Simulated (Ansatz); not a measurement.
# Cs4C: the cost of one run

Program: Ansatz 0.2.0. Level of theory: DFT PBE, scalar-relativistic, plane waves, PAW. These are calculated values, not measurements.

2 further runs of the same task are left out: 1 for a known fault of the program, 1 that didn't finish.

## Step 1: Starting point

It takes space group P-43m (No. 215, cubic). The conventional cell has a = 6.102 Å, b = 6.102 Å, c = 6.102 Å, α = 90.00°, β = 90.00°, γ = 90.00°. Around Cs (site symmetry 3m) lie 1 C at 2.74 Å. Around C (site symmetry -43m) lie 4 Cs at 2.74 Å.

As a file:

```xyz
5
Lattice="6.1019 0.0000 0.0000 0.0000 6.1019 0.0000 0.0000 0.0000 6.1019" Properties=species:S:1:pos:R:3 pbc="T T T"
Cs    1.5811    1.5811    1.5811
Cs    4.5208    4.5208    1.5811
Cs    4.5208    1.5811    4.5208
Cs    1.5811    4.5208    4.5208
C     0.0000    0.0000    0.0000
```

A structure generator made this guess: random cell by space group and Wyckoff sites (P-43m, No. 215). The dimensions are guesses.

## Step 2: Probe: one point on a coarse mesh

input.yaml

```yaml
crystal:
  lattice:
    - [6.10189951, 0.0, 0.0]
    - [0.0, 6.10189951, 0.0]
    - [0.0, 0.0, 6.10189951]
  atoms:
    - { symbol: Cs, position: [0.25911103, 0.25911103, 0.25911103] }
    - { symbol: Cs, position: [0.74088897, 0.74088897, 0.25911103] }
    - { symbol: Cs, position: [0.74088897, 0.25911103, 0.74088897] }
    - { symbol: Cs, position: [0.25911103, 0.74088897, 0.74088897] }
    - { symbol: C, position: [0.0, 0.0, 0.0] }
basis:
  ecutwfc: 420
kpoints:
  mp_grid: { grid: [4, 4, 4] }
hamiltonian:
  xc: pbe
scf:
  occupations: { method: gaussian, width: 0.1 }
  lower_state_search: "off"
output:
  forces: true
  stress: true
  eigenvalues: true
```

Run with:

```console
ansatz run input.yaml --threads 1 --pin off --max-ram 2048MiB --backend cpu --events-out ev --progress --plain --runs-dir out
```

Q: Estimate wall time and peak memory on 1 thread of Arm Neoverse N1, shared host.

About 9.9 s, with a peak of 0.44 GiB.
